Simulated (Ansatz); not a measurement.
What does this script print? It uses Ansatz 0.2.0 through its Python package.

Script `dimer.py`:
```python
"""Interaction energy of two ClFSi molecules, with the counterpoise correction."""

import ansatz as az
import numpy as np

FIRST = [
    ("F", (0.6438, -1.3274, 0.1998)),
    ("Si", (-0.5613, -0.3012, -0.3369)),
    ("Cl", (-0.0824, 1.6286, 0.137)),
]
SECOND = [
    ("F", (-2.3797, -3.2581, -2.3121)),
    ("Si", (-2.5851, -3.9714, -0.8146)),
    ("Cl", (-4.3009, -3.2735, 0.0497)),
]

def energy(atoms, ghosts=()):
    molecule = az.Crystal.molecule()
    for symbol, xyz in atoms:
        molecule = molecule.atom(symbol, xyz)
    calc = (
        molecule.calculation()
        .basis(gaussian="def2-SVP")
        .functional("PBE")
    )
    deck = calc.input()
    if ghosts:
        deck = deck.set(az.key.basis.gaussian.ghost_atoms, [{"symbol": s, "position_ang": list(xyz)} for s, xyz in ghosts])
    return az.Session.from_dict(deck).plan().execute().report["free_energy_ev"]

# ghost atoms carry the functions of the partner
direction = np.array([-0.6461, -0.7324, -0.2146])
print("shift (A)   counterpoise-corrected interaction (kcal/mol)")
for shift in (-0.3, 0.0, 0.4, 1.0, 2.0):
    moved = [(s, tuple(np.round(np.array(xyz) + shift * direction, 4))) for s, xyz in SECOND]
    gain = energy(FIRST + moved) - energy(FIRST, moved) - energy(moved, FIRST)
    print(f"{shift:8.2f} {23.060548 * gain:14.3f}")
```

```console
$ python dimer.py
shift (A)   counterpoise-corrected interaction (kcal/mol)
   -0.30         -0.214
    0.00         -0.359
    0.40         -0.310
    1.00         -0.160
    2.00         -0.033
```

What to keep in mind:
- The dimer is a generated trial pose of unrelaxed monomers, not a minimum, so the figure is no binding energy, and the basis set is small.
- This level lacks the dispersion part of the attraction (electrostatics and induction are there), which can decide the sign where the interaction is weak.
- The whole script took 26 s on 1 thread of Arm Neoverse V2, on a shared host, peak memory 0.2 GiB.
